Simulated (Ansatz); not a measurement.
# Au (fcc type): the cost of one run

Method: DFT PBE, with the methods named in each step, in Ansatz 0.2.0.

## (1) Starting point

It takes space group Fm-3m (No. 225, cubic). Conventional cell: a = 4.157 Å, b = 4.157 Å, c = 4.157 Å, α = 90.00°, β = 90.00°, γ = 90.00°. Au (site symmetry m-3m) is surrounded by 12 Au at 2.94 Å.

Coordinates:

```cif
data_structure
_symmetry_space_group_name_H-M 'Fm-3m'
_symmetry_Int_Tables_number 225
_cell_length_a 4.1565
_cell_length_b 4.1565
_cell_length_c 4.1565
_cell_angle_alpha 90.000
_cell_angle_beta 90.000
_cell_angle_gamma 90.000
_cell_volume 71.81
loop_
_atom_site_label
_atom_site_type_symbol
_atom_site_symmetry_multiplicity
_atom_site_Wyckoff_symbol
_atom_site_fract_x
_atom_site_fract_y
_atom_site_fract_z
_atom_site_occupancy
Au1 Au 4 a 0.00000 0.00000 0.00000 1
```

The file gives the conventional cell by its symmetry; the runs use the cell typed in the input.

## (2) Bulk cell relaxed, PAW

Contents of input.yaml:

```yaml
crystal:
  lattice:
    - [0.0, 2.0782718017, 2.0782718017]
    - [2.0782718017, 0.0, 2.0782718017]
    - [2.0782718017, 2.0782718017, 0.0]
  atoms:
    - { symbol: Au, position: [0.0, 0.0, 0.0] }
kpoints:
  mp_grid: { grid: [18, 18, 18] }
scf:
  occupations: { method: fermi_dirac, width: 0.05 }
hamiltonian:
  xc: pbe
  pseudopotentials: { kind: paw }
output:
  forces: true
  stress: true
  write_density: true
  write_potential: true
  elf: true
  volumetric_format: npy
relax:
  f_tol: 0.005
  max_steps: 40
  cell: {}
```

The run is started by

```console
$ ansatz run input.yaml --threads 1 --pin off --max-ram 3584MiB --backend cpu --events-out ev --progress --plain --runs-dir out
```

What time and memory should one allow on 1 thread of Intel Xeon Platinum 8375C at 2.90GHz (Ice Lake), shared host?

About 8 s, with a peak of 0.38 GiB.
